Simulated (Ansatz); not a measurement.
Born–Oppenheimer molecular dynamics of a periodic cell of 20 atoms, NaLaMgTeO6 (host NaLaMgTeO6, host structure Cm). It starts from an unrelaxed structure (largest force component 0.61 eV/Å).

These are results of DFT PBEsol, scalar-relativistic, plane waves, PAW (Ansatz 0.2.0), not measurements. Settings: cutoff 420 eV, k mesh 2x2x1, fermi-dirac smearing 0.05 eV, no spin polarisation.

* ensemble: NVT, Nosé–Hoover chain
* time step: 1 fs
* steps asked: 190
* set temperature: 500 K
* thermostat: time constant 100 fs, chain length 3
* seed: 332197

Frames 2 fs apart, positions in Å, forces in eV/Å.

Velocities at 10.0 fs (Å/ps):

```
Na -1.61 -7.32 1.15
La 0.73 1.25 2.06
Mg 2.07 2.70 -4.11
Te -0.82 3.40 -0.77
O -0.65 0.90 0.69
O -2.77 -1.71 -4.81
O -1.40 3.22 -0.40
O 6.90 6.64 -1.37
O 5.02 -4.40 2.81
O 0.07 1.91 -2.02
Na 7.45 -3.90 6.46
La -0.68 -1.77 3.11
Mg -1.04 -3.79 2.61
Te -2.48 0.02 -1.72
O 0.01 -7.14 -2.25
O 0.99 2.44 -6.91
O 6.56 -3.34 -7.28
O 2.70 3.62 -7.99
O 3.66 -6.85 -2.22
O -5.14 -0.27 -1.92
```

```xyz
20
Lattice="1.6263 2.8539 4.6750 1.6263 -2.8539 4.6750 9.8839 0.0000 0.0000" Properties=species:S:1:pos:R:3:forces:R:3 time_fs=10.0 energy_less_start_eV=0.180 T=427
Na 9.867 -0.074 3.473 0.02 0.05 -0.02
La 6.548 0.013 1.236 0.05 0.00 -0.06
Mg 9.908 0.030 -0.034 -0.28 -0.19 0.35
Te 3.267 0.037 2.325 1.15 -1.28 0.64
O 6.004 -1.456 6.077 -0.36 -0.56 0.45
O 2.186 1.394 3.209 0.32 0.06 -0.21
O 2.190 -1.392 3.267 0.77 0.53 -0.86
O 6.084 1.528 6.056 -0.55 0.71 0.47
O 2.012 -0.045 0.887 -0.23 0.07 -0.36
O 4.610 0.017 3.834 -1.04 0.11 -0.30
Na 6.643 -0.040 8.202 -0.05 0.04 -0.10
La 3.220 -0.018 5.922 -0.47 0.14 -0.13
Mg 6.554 -0.043 4.715 0.20 0.38 -0.17
Te 9.819 0.002 6.993 1.17 -0.50 -0.60
O 10.943 1.302 6.055 0.09 0.15 0.16
O 7.170 -1.401 3.191 0.14 -0.74 -0.33
O 7.233 1.401 3.182 -0.23 0.31 -0.05
O 10.976 -1.355 5.982 -0.20 0.64 0.86
O 8.562 -0.070 5.493 -0.01 0.09 0.59
O 11.114 -0.003 8.510 -0.49 0.01 -0.34
20
Lattice="1.6263 2.8539 4.6750 1.6263 -2.8539 4.6750 9.8839 0.0000 0.0000" Properties=species:S:1:pos:R:3:forces:R:3 time_fs=12.0 energy_less_start_eV=0.223 T=409
Na 9.864 -0.088 3.475 0.03 0.06 -0.02
La 6.550 0.015 1.241 0.07 0.00 -0.13
Mg 9.912 0.035 -0.042 -0.31 -0.21 0.40
Te 3.265 0.044 2.323 1.34 -1.48 0.75
O 6.003 -1.455 6.079 -0.35 -0.46 0.41
O 2.181 1.391 3.200 0.28 0.20 -0.10
O 2.188 -1.385 3.265 0.79 0.46 -0.84
O 6.097 1.542 6.054 -0.58 0.62 0.43
O 2.021 -0.054 0.893 -0.40 0.08 -0.57
O 4.609 0.021 3.829 -1.01 0.12 -0.24
Na 6.658 -0.047 8.215 -0.07 0.04 -0.11
La 3.218 -0.021 5.928 -0.53 0.18 -0.20
Mg 6.552 -0.050 4.721 0.22 0.44 -0.19
Te 9.814 0.002 6.990 1.39 -0.56 -0.69
O 10.943 1.288 6.050 0.14 0.32 0.11
O 7.172 -1.397 3.177 0.07 -0.73 -0.22
O 7.246 1.395 3.167 -0.35 0.23 0.09
O 10.982 -1.347 5.967 -0.17 0.55 0.89
O 8.569 -0.084 5.489 -0.17 0.11 0.52
O 11.103 -0.003 8.506 -0.40 0.02 -0.31
20
Lattice="1.6263 2.8539 4.6750 1.6263 -2.8539 4.6750 9.8839 0.0000 0.0000" Properties=species:S:1:pos:R:3:forces:R:3 time_fs=14.0 energy_less_start_eV=0.269 T=391
Na 9.861 -0.103 3.477 0.04 0.07 -0.03
La 6.551 0.018 1.245 0.08 0.00 -0.20
Mg 9.915 0.040 -0.049 -0.33 -0.22 0.45
Te 3.264 0.050 2.322 1.50 -1.67 0.84
O 6.000 -1.455 6.082 -0.31 -0.33 0.34
O 2.176 1.388 3.189 0.22 0.34 0.01
O 2.188 -1.377 3.262 0.78 0.36 -0.79
O 6.109 1.558 6.053 -0.59 0.50 0.36
O 2.030 -0.063 0.896 -0.55 0.10 -0.77
O 4.605 0.025 3.824 -0.95 0.14 -0.16
Na 6.673 -0.055 8.227 -0.09 0.03 -0.12
La 3.217 -0.025 5.934 -0.58 0.22 -0.28
Mg 6.551 -0.057 4.725 0.23 0.49 -0.20
Te 9.809 0.001 6.986 1.61 -0.60 -0.77
O 10.943 1.275 6.046 0.18 0.50 0.07
O 7.174 -1.395 3.163 -0.01 -0.70 -0.10
O 7.258 1.389 3.153 -0.47 0.15 0.23
O 10.986 -1.337 5.954 -0.14 0.43 0.90
O 8.576 -0.097 5.486 -0.33 0.13 0.43
O 11.091 -0.004 8.501 -0.29 0.03 -0.25
20
Lattice="1.6263 2.8539 4.6750 1.6263 -2.8539 4.6750 9.8839 0.0000 0.0000" Properties=species:S:1:pos:R:3:forces:R:3 time_fs=16.0 energy_less_start_eV=0.315 T=372
Na 9.857 -0.117 3.479 0.05 0.08 -0.03
La 6.553 0.020 1.249 0.09 0.00 -0.27
Mg 9.918 0.044 -0.056 -0.33 -0.23 0.48
Te 3.264 0.056 2.321 1.59 -1.83 0.90
O 5.997 -1.456 6.086 -0.26 -0.16 0.25
O 2.172 1.386 3.179 0.15 0.48 0.12
O 2.190 -1.367 3.256 0.74 0.24 -0.71
O 6.119 1.574 6.052 -0.59 0.37 0.29
O 2.038 -0.071 0.898 -0.67 0.12 -0.92
O 4.599 0.030 3.819 -0.85 0.15 -0.06
Na 6.687 -0.063 8.240 -0.11 0.03 -0.12
La 3.215 -0.028 5.941 -0.61 0.27 -0.36
Mg 6.550 -0.063 4.730 0.23 0.54 -0.21
Te 9.806 0.001 6.982 1.81 -0.63 -0.84
O 10.944 1.263 6.042 0.21 0.67 0.03
O 7.176 -1.395 3.148 -0.09 -0.64 0.04
O 7.269 1.384 3.139 -0.58 0.06 0.37
O 10.991 -1.327 5.944 -0.11 0.30 0.88
O 8.582 -0.110 5.485 -0.49 0.15 0.33
O 11.079 -0.004 8.496 -0.17 0.04 -0.18
20
Lattice="1.6263 2.8539 4.6750 1.6263 -2.8539 4.6750 9.8839 0.0000 0.0000" Properties=species:S:1:pos:R:3:forces:R:3 time_fs=18.0 energy_less_start_eV=0.363 T=353
Na 9.854 -0.132 3.482 0.06 0.10 -0.03
La 6.554 0.022 1.253 0.09 0.00 -0.35
Mg 9.920 0.049 -0.062 -0.32 -0.23 0.51
Te 3.264 0.061 2.320 1.60 -1.96 0.90
O 5.993 -1.457 6.090 -0.19 0.02 0.14
O 2.169 1.385 3.170 0.08 0.60 0.22
O 2.194 -1.358 3.248 0.67 0.10 -0.60
O 6.128 1.592 6.053 -0.58 0.21 0.20
O 2.043 -0.079 0.898 -0.75 0.14 -1.02
O 4.592 0.035 3.813 -0.72 0.15 0.05
Na 6.702 -0.070 8.252 -0.14 0.02 -0.12
La 3.213 -0.032 5.947 -0.64 0.33 -0.44
Mg 6.549 -0.068 4.734 0.23 0.58 -0.21
Te 9.802 0.000 6.978 1.99 -0.66 -0.90
O 10.946 1.252 6.038 0.22 0.83 -0.01
O 7.178 -1.396 3.133 -0.18 -0.57 0.18
O 7.278 1.379 3.126 -0.67 -0.03 0.51
O 10.995 -1.316 5.935 -0.09 0.15 0.85
O 8.587 -0.123 5.484 -0.64 0.16 0.21
O 11.066 -0.004 8.490 -0.03 0.06 -0.09
20
Lattice="1.6263 2.8539 4.6750 1.6263 -2.8539 4.6750 9.8839 0.0000 0.0000" Properties=species:S:1:pos:R:3:forces:R:3 time_fs=20.0 energy_less_start_eV=0.411 T=334
Na 9.851 -0.146 3.484 0.07 0.11 -0.04
La 6.556 0.025 1.256 0.08 0.00 -0.43
Mg 9.922 0.052 -0.067 -0.29 -0.23 0.53
Te 3.264 0.065 2.320 1.54 -2.05 0.84
O 5.988 -1.458 6.095 -0.10 0.21 0.02
O 2.165 1.386 3.160 0.02 0.69 0.31
O 2.199 -1.348 3.240 0.58 -0.06 -0.47
O 6.135 1.610 6.054 -0.56 0.05 0.11
O 2.047 -0.087 0.895 -0.78 0.18 -1.06
O 4.582 0.040 3.808 -0.57 0.15 0.18
Na 6.716 -0.078 8.264 -0.16 0.02 -0.12
La 3.211 -0.035 5.952 -0.64 0.38 -0.52
Mg 6.548 -0.071 4.738 0.22 0.61 -0.21
Te 9.800 0.000 6.973 2.14 -0.68 -0.95
O 10.948 1.244 6.035 0.22 0.96 -0.03
O 7.180 -1.398 3.118 -0.27 -0.49 0.32
O 7.286 1.373 3.114 -0.75 -0.10 0.63
O 10.999 -1.304 5.929 -0.07 -0.01 0.80
O 8.590 -0.135 5.484 -0.78 0.18 0.10
O 11.053 -0.005 8.483 0.10 0.07 0.01
20
Lattice="1.6263 2.8539 4.6750 1.6263 -2.8539 4.6750 9.8839 0.0000 0.0000" Properties=species:S:1:pos:R:3:forces:R:3 time_fs=22.0 energy_less_start_eV=0.456 T=316
Na 9.849 -0.160 3.486 0.08 0.13 -0.05
La 6.557 0.028 1.260 0.06 0.00 -0.50
Mg 9.924 0.056 -0.071 -0.25 -0.24 0.55
Te 3.265 0.069 2.320 1.40 -2.09 0.72
O 5.984 -1.458 6.100 -0.02 0.40 -0.10
O 2.162 1.388 3.152 -0.03 0.75 0.37
O 2.206 -1.338 3.229 0.46 -0.23 -0.33
O 6.141 1.629 6.055 -0.52 -0.11 0.02
O 2.050 -0.094 0.890 -0.75 0.22 -1.02
O 4.571 0.046 3.803 -0.40 0.15 0.31
Na 6.730 -0.086 8.276 -0.19 0.01 -0.12
La 3.209 -0.038 5.958 -0.63 0.45 -0.61
Mg 6.548 -0.075 4.741 0.20 0.63 -0.21
Te 9.797 -0.001 6.968 2.25 -0.70 -0.99
O 10.950 1.238 6.031 0.19 1.06 -0.05
O 7.181 -1.402 3.105 -0.36 -0.41 0.44
O 7.292 1.368 3.104 -0.80 -0.14 0.73
O 11.002 -1.293 5.924 -0.06 -0.17 0.74
O 8.592 -0.147 5.484 -0.88 0.19 -0.01
O 11.040 -0.005 8.477 0.24 0.09 0.10
20
Lattice="1.6263 2.8539 4.6750 1.6263 -2.8539 4.6750 9.8839 0.0000 0.0000" Properties=species:S:1:pos:R:3:forces:R:3 time_fs=24.0 energy_less_start_eV=0.497 T=300
Na 9.846 -0.173 3.488 0.09 0.14 -0.06
La 6.559 0.030 1.264 0.04 0.00 -0.57
Mg 9.925 0.059 -0.074 -0.20 -0.24 0.56
Te 3.266 0.073 2.320 1.20 -2.07 0.56
O 5.979 -1.458 6.104 0.07 0.58 -0.21
O 2.158 1.392 3.144 -0.07 0.76 0.41
O 2.214 -1.329 3.219 0.33 -0.40 -0.18
O 6.146 1.647 6.056 -0.49 -0.27 -0.07
O 2.050 -0.101 0.882 -0.68 0.27 -0.92
O 4.559 0.052 3.799 -0.23 0.15 0.45
Na 6.743 -0.093 8.288 -0.21 0.00 -0.12
La 3.206 -0.041 5.964 -0.60 0.51 -0.70
Mg 6.548 -0.077 4.744 0.18 0.64 -0.20
Te 9.796 -0.003 6.963 2.32 -0.71 -1.01
O 10.953 1.234 6.027 0.14 1.13 -0.04
O 7.181 -1.406 3.092 -0.43 -0.33 0.56
O 7.296 1.362 3.096 -0.82 -0.16 0.80
O 11.006 -1.282 5.921 -0.07 -0.31 0.67
O 8.591 -0.158 5.484 -0.95 0.20 -0.10
O 11.028 -0.004 8.471 0.37 0.11 0.20
20
Lattice="1.6263 2.8539 4.6750 1.6263 -2.8539 4.6750 9.8839 0.0000 0.0000" Properties=species:S:1:pos:R:3:forces:R:3 time_fs=26.0 energy_less_start_eV=0.533 T=286
Na 9.844 -0.187 3.490 0.10 0.16 -0.07
La 6.561 0.033 1.267 0.02 0.00 -0.64
Mg 9.925 0.062 -0.077 -0.14 -0.26 0.57
Te 3.268 0.075 2.320 0.95 -1.99 0.35
O 5.974 -1.456 6.108 0.14 0.72 -0.31
O 2.155 1.398 3.138 -0.08 0.73 0.43
O 2.222 -1.321 3.207 0.18 -0.56 -0.03
O 6.150 1.664 6.057 -0.44 -0.42 -0.16
O 2.049 -0.107 0.872 -0.57 0.32 -0.77
O 4.546 0.058 3.796 -0.05 0.15 0.58
Na 6.756 -0.101 8.299 -0.24 0.00 -0.12
La 3.204 -0.044 5.969 -0.54 0.58 -0.79
Mg 6.549 -0.078 4.747 0.16 0.65 -0.20
Te 9.795 -0.004 6.958 2.33 -0.72 -1.02
O 10.956 1.233 6.022 0.06 1.16 -0.03
O 7.180 -1.411 3.081 -0.49 -0.26 0.65
O 7.298 1.356 3.089 -0.81 -0.14 0.85
O 11.009 -1.272 5.920 -0.09 -0.45 0.60
O 8.588 -0.169 5.484 -0.97 0.21 -0.16
O 11.017 -0.004 8.466 0.49 0.13 0.28
20
Lattice="1.6263 2.8539 4.6750 1.6263 -2.8539 4.6750 9.8839 0.0000 0.0000" Properties=species:S:1:pos:R:3:forces:R:3 time_fs=28.0 energy_less_start_eV=0.560 T=276
Na 9.841 -0.200 3.491 0.11 0.18 -0.08
La 6.562 0.035 1.270 -0.01 -0.01 -0.70
Mg 9.926 0.064 -0.078 -0.08 -0.28 0.57
Te 3.269 0.077 2.320 0.68 -1.85 0.12
O 5.970 -1.453 6.111 0.19 0.82 -0.38
O 2.151 1.406 3.132 -0.07 0.65 0.43
O 2.232 -1.314 3.196 0.03 -0.71 0.12
O 6.153 1.681 6.058 -0.40 -0.55 -0.24
O 2.046 -0.112 0.860 -0.44 0.38 -0.58
O 4.534 0.065 3.794 0.12 0.14 0.69
Na 6.769 -0.108 8.311 -0.27 -0.01 -0.12
La 3.201 -0.047 5.974 -0.47 0.65 -0.87
Mg 6.549 -0.078 4.750 0.14 0.65 -0.20
Te 9.795 -0.006 6.952 2.28 -0.71 -1.01
O 10.960 1.235 6.018 -0.03 1.15 0.00
O 7.178 -1.417 3.071 -0.53 -0.21 0.71
O 7.299 1.349 3.085 -0.77 -0.09 0.86
O 11.013 -1.263 5.920 -0.12 -0.57 0.52
O 8.583 -0.179 5.484 -0.94 0.23 -0.19
O 11.007 -0.003 8.461 0.59 0.14 0.34
20
Lattice="1.6263 2.8539 4.6750 1.6263 -2.8539 4.6750 9.8839 0.0000 0.0000" Properties=species:S:1:pos:R:3:forces:R:3 time_fs=30.0 energy_less_start_eV=0.578 T=269
Na 9.839 -0.213 3.493 0.11 0.19 -0.09
La 6.564 0.037 1.274 -0.05 -0.01 -0.76
Mg 9.926 0.066 -0.079 -0.02 -0.31 0.57
Te 3.272 0.079 2.321 0.41 -1.65 -0.12
O 5.966 -1.447 6.114 0.21 0.87 -0.42
O 2.147 1.415 3.128 -0.05 0.53 0.41
O 2.241 -1.309 3.185 -0.13 -0.84 0.25
O 6.154 1.696 6.058 -0.35 -0.66 -0.30
O 2.042 -0.116 0.847 -0.29 0.44 -0.36
O 4.521 0.072 3.794 0.27 0.13 0.78
Na 6.782 -0.116 8.322 -0.29 -0.01 -0.13
La 3.198 -0.049 5.979 -0.38 0.72 -0.95
Mg 6.550 -0.077 4.752 0.12 0.65 -0.20
Te 9.796 -0.007 6.946 2.17 -0.69 -0.97
O 10.963 1.240 6.014 -0.14 1.10 0.05
O 7.175 -1.424 3.063 -0.55 -0.18 0.75
O 7.297 1.342 3.082 -0.70 0.00 0.85
O 11.016 -1.255 5.922 -0.17 -0.66 0.44
O 8.575 -0.189 5.483 -0.86 0.24 -0.19
O 10.998 -0.002 8.457 0.67 0.16 0.39
```

Of the whole run (190 fs, mean temperature of the second half 400 K): The conserved energy stayed within 0.04 meV per atom of its start (net change 0.022 meV per atom), so the integration is sound. The mean temperature of the second half is 20 % below the set value. A run of 0.19 ps of so small a system gives no equilibrium averages. Limits of this set-up: coarse k mesh.

The run took 9.8 min on 1 thread of Arm Neoverse V2, on a shared host, peak memory 0.67 GiB.
